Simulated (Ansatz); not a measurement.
# Ge2Mo: the cost of one run

Computed with Ansatz 0.2.0 (DFT LDA, scalar-relativistic, plane waves, PAW, unless a step's input says otherwise).

5 further runs of the same task are left out: 4 that didn't finish, 1 set aside as unsound or not needed.

## (1) The system as given

It takes space group I4/mmm (No. 139, tetragonal). The conventional cell has a = 3.275 Å, b = 3.275 Å, c = 8.147 Å, α = 90.00°, β = 90.00°, γ = 90.00°. Ge (site symmetry 4mm) has 5 Ge at 2.64 to 2.72 Å and 5 Mo at 2.67 to 2.75 Å as nearest neighbours. Around Mo (site symmetry 4/mmm) lie 10 Ge at 2.67 to 2.75 Å.

Structure file:

```
CELL_PARAMETERS angstrom
-1.63725 1.63725 4.07335
1.63725 -1.63725 4.07335
1.63725 1.63725 -4.07335
ATOMIC_POSITIONS crystal
Ge 0.66217 0.66217 0.00000
Ge 0.33783 0.33783 0.00000
Mo 0.00000 0.00000 0.00000
```

It goes back to an entry of the Materials Project, which need not be the stable form.

This cell was relaxed beforehand with the same method: volume 14.56 Å³/atom, gap on the mesh none (metal).

## (2) Relaxing at 5 GPa

At a set pressure the run lowers the enthalpy E + PV, so the energy alone may rise along the way.

input.yaml reads:

```yaml
crystal:
  lattice:
    - [-1.6372544071, 1.6372544071, 4.0733528606]
    - [1.6372544071, -1.6372544071, 4.0733528606]
    - [1.6372544071, 1.6372544071, -4.0733528606]
  atoms:
    - { symbol: Ge, position: [0.6621676508, 0.6621676508, 0.0] }
    - { symbol: Ge, position: [0.3378323492, 0.3378323492, 0.0] }
    - { symbol: Mo, position: [0.0, 0.0, 0.0] }
basis:
  ecutwfc: 420
kpoints:
  mp_grid: { grid: [18, 18, 18] }
hamiltonian:
  xc: lda
scf:
  occupations: { method: fermi_dirac, width: 0.15 }
output:
  forces: true
  stress: true
  eigenvalues: true
relax:
  adjacent_minimum: "off"
  f_tol: 0.001
  max_steps: 60
  cell: { stress_tol: 0.02, p_target: 5.0 }
```

Command:

```sh
> ansatz run input.yaml --threads 1 --pin off --max-ram 1228MiB --backend cpu --events-out ev --progress --plain --runs-dir out
```

What time and memory should one allow on 1 thread of Arm Neoverse N1, shared host?

About 5 min, with a peak of 0.72 GiB.
